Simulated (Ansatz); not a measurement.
**C2H6OSi2: two torsions**

How does the energy of C₂H₆OSi₂, SMILES C#CO[SiH2][SiH3] change over two coordinates at once? A grid of runs gives the map.

The runs use Ansatz 0.2.0; RKS B3LYP-D4/def2-SVP.

## Step 1: Starting geometry

11 atoms, charge 0, spin multiplicity 1.

Atoms are counted from 1 here; the program's logs count them from 0.

Bond lengths: C1–C2 1.224 Å, C1–H6 1.079 Å, C2–O3 1.302 Å, O3–Si4 1.736 Å, Si4–Si5 2.356 Å, Si4–H7 1.505 Å, Si4–H8 1.499 Å, Si5–H9 1.502 Å, Si5–H10 1.504 Å, Si5–H11 1.507 Å. Angles: C2–C1–H6 179.1°, C1–C2–O3 179.1°, C2–O3–Si4 121.0°, O3–Si4–Si5 109.7°, O3–Si4–H7 108.2°, O3–Si4–H8 103.3°, Si5–Si4–H7 112.0°, Si5–Si4–H8 113.4°, H7–Si4–H8 109.8°, Si4–Si5–H9 110.7°, Si4–Si5–H10 109.7°, Si4–Si5–H11 107.5°, H9–Si5–H10 110.2°, H9–Si5–H11 109.3°, H10–Si5–H11 109.3°.

Geometry (Å):

```
C     0.4399    1.1065    2.4868
C     0.5264    0.0596    1.8592
O     0.6388   -1.0562    1.1974
Si   -0.2732   -1.3312   -0.2543
Si   -0.0959    0.5439   -1.6694
H     0.3695    2.0218    3.0531
H    -1.6997   -1.6134    0.1326
H     0.3510   -2.5684   -0.8254
H    -0.8181    1.7231   -1.0824
H     1.3538    0.8781   -1.8886
H    -0.7272    0.1790   -2.9885
```

This geometry comes from a loose relaxation at PBE in a small basis, which is not shown.

## Step 3: Plan of the scan

The axes are (1) dihedral C2–O3–Si4–Si5: 10 values from −180 to 144 °, periodic; (2) dihedral O3–Si4–Si5–H9: 11 values from −159 to 21 °.

Nothing else is relaxed (all other coordinates rigid). Energies count from the relaxed molecule at the same level. Points are written as (first, second).

(The set-up runs are not shown.)

## Step 4: The run at (−72°, 21°)

Input file input.yaml:

```yaml
crystal:
  periodic: [false, false, false]
  atoms:
    - { symbol: C, position_ang: [0.458664, 1.10082, 2.504228] }
    - { symbol: C, position_ang: [0.5222, 0.069896, 1.871133] }
    - { symbol: O, position_ang: [0.603299, -1.03177, 1.191764] }
    - { symbol: Si, position_ang: [-0.278197, -1.326989, -0.254513] }
    - { symbol: Si, position_ang: [-2.552564, -1.655551, 0.26023] }
    - { symbol: H, position_ang: [0.410376, 2.003988, 3.078684] }
    - { symbol: H, position_ang: [0.316565, -2.51473, -0.932074] }
    - { symbol: H, position_ang: [-0.033774, -0.11043, -1.070832] }
    - { symbol: H, position_ang: [-2.882383, -1.066726, 1.587609] }
    - { symbol: H, position_ang: [-3.400518, -1.038278, -0.798889] }
    - { symbol: H, position_ang: [-2.803396, -3.127637, 0.297506] }
basis:
  gaussian: { orbitals: def2-SVP }
hamiltonian:
  xc: { name: B3LYP }
  dispersion: d4
output:
  forces: true
```

Launch:

```
ansatz run input.yaml --threads 1 --pin off --max-ram 2560MiB --backend cpu --events-out ev --progress --plain --runs-dir out
```

Further runs follow: the other points that were computed.

Before running it: what results should come out? Wanted: lowest point; highest computed point; dipole moment.

**Answer**, as computed:

```
               quantity                                                                  value
           lowest point                                                   (36°, −69°), 1.7 meV
 highest computed point                                  (−108°, 3°), 113 meV above the lowest
      dipole moment (D)  1.85 at (0°, −15°) to 2.21 at (144°, −159°); 1.88 at the lowest point
time for the whole task                                       9.6 min on 1 thread, shared host
```

What this shows: The lowest computed point is at (36°, −69°), 1.7 meV from the relaxed molecule at the same level. There is a further well near (−180°, −69°) (46 meV above the lowest at that grid point). The highest computed point, (−108°, 3°), lies 113 meV above the lowest. On the interpolated surface the easiest way out of the lowest well to the well at (−180°, −69°) passes a barrier of about 70 meV. Round the minimum the two coordinates are nearly uncoupled.
